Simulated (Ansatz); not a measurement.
**C2H6AlFN2: basis-set convergence**

Aim: see how fast density functionals converge with the basis set for C2H6AlFN2.

Program: Ansatz 0.2.0, Gaussian basis. Level of theory: one geometry, several basis sets. These are calculated values, not measurements.

The runs, in order: PBE0-D4/def2-SVP; ωB97M-V/def2-SVP; PBE0-D4/def2-QZVPP; ωB97M-V/def2-QZVPP; the functionals' def2-TZVPP values are taken from earlier runs.

### 1 The geometry

An earlier PBE0-D4 in a triple-zeta def2 set relaxation fixed the geometry.

12 atoms, charge 0, spin multiplicity 1.

Atoms are counted from 1 here; the program's logs count them from 0.

Bond lengths: C1–Al2 1.940 Å, C1–H7 1.093 Å, C1–H8 1.094 Å, C1–H9 1.094 Å, Al2–N3 1.758 Å, Al2–C4 1.992 Å, N3–H10 1.008 Å, N3–H11 1.006 Å, C4–N5 1.251 Å, C4–F6 1.374 Å, N5–H12 1.023 Å. Angles: Al2–C1–H7 112.5°, Al2–C1–H8 110.9°, Al2–C1–H9 110.9°, H7–C1–H8 107.9°, H7–C1–H9 107.8°, H8–C1–H9 106.5°, C1–Al2–N3 125.6°, C1–Al2–C4 122.6°, N3–Al2–C4 111.9°, Al2–N3–H10 121.8°, Al2–N3–H11 127.3°, H10–N3–H11 110.9°, Al2–C4–N5 122.7°, Al2–C4–F6 117.3°, N5–C4–F6 120.1°, C4–N5–H12 112.8°.

As a file:

```mol
C2H6AlFN2
  3D, bonds by distance, orders not assigned

 12 11  0  0  0  0  0  0  0  0999 V2000
   -1.0799   -1.2970    1.2046 C   0  0
    0.1470   -0.2868    0.0927 Al  0  0
    1.7655   -0.7964   -0.3688 N   0  0
   -0.3140    1.4956   -0.6672 C   0  0
    0.4701    2.1426   -1.3961 N   0  0
   -1.5516    2.0094   -0.3612 F   0  0
   -0.6701   -2.2625    1.5103 H   0  0
   -2.0216   -1.4828    0.6790 H   0  0
   -1.3346   -0.7391    2.1112 H   0  0
    2.3563   -0.2239   -0.9519 H   0  0
    2.2307   -1.6518   -0.1162 H   0  0
    0.0793    3.0375   -1.7025 H   0  0
  1  2  8  0
  2  3  8  0
  2  4  8  0
  4  5  8  0
  4  6  8  0
  1  7  8  0
  1  8  8  0
  1  9  8  0
  3 10  8  0
  3 11  8  0
  5 12  8  0
M  END
```

### 2 PBE0-D4 in def2-SVP

Input file in.yaml:

```yaml
crystal:
  periodic: [false, false, false]
  atoms:
    - {symbol: C, position_ang: [-1.079930, -1.296972, 1.204650]}
    - {symbol: Al, position_ang: [0.147023, -0.286812, 0.092709]}
    - {symbol: N, position_ang: [1.765526, -0.796357, -0.368797]}
    - {symbol: C, position_ang: [-0.314008, 1.495627, -0.667151]}
    - {symbol: N, position_ang: [0.470065, 2.142551, -1.396107]}
    - {symbol: F, position_ang: [-1.551593, 2.009399, -0.361194]}
    - {symbol: H, position_ang: [-0.670121, -2.262539, 1.510259]}
    - {symbol: H, position_ang: [-2.021564, -1.482833, 0.678959]}
    - {symbol: H, position_ang: [-1.334598, -0.739122, 2.111175]}
    - {symbol: H, position_ang: [2.356294, -0.223926, -0.951938]}
    - {symbol: H, position_ang: [2.230746, -1.651767, -0.116155]}
    - {symbol: H, position_ang: [0.079260, 3.037451, -1.702512]}
basis:
  gaussian: {orbitals: def2-SVP}
hamiltonian: {xc: pbe0, dispersion: d4}
output: {orbitals: {seedname: orbitals}}
```

After this run come: ωB97M-V in def2-SVP; PBE0-D4 in def2-QZVPP; ωB97M-V in def2-QZVPP.

**Question.** What will the summary of the whole plan be? Wanted: PBE0-D4: double and triple zeta above quadruple; ωB97M-V: double and triple zeta above quadruple.

**Answer**, as computed:

| quantity | value |
| --- | --- |
| PBE0-D4: double and triple zeta above quadruple | 12.35, 0.65 eV |
| ωB97M-V: double and triple zeta above quadruple | 12.62, 0.62 eV |

In words: PBE0-D4 gains 11.70 eV from double to triple zeta, then 0.65 eV more. These are total energies; as a rule much of such shifts cancels in differences, which this series doesn't test. The LUMO of ωB97M-V is positive and keeps falling with the basis (1.20 to 0.67 eV): an unbound level that the basis holds in place.
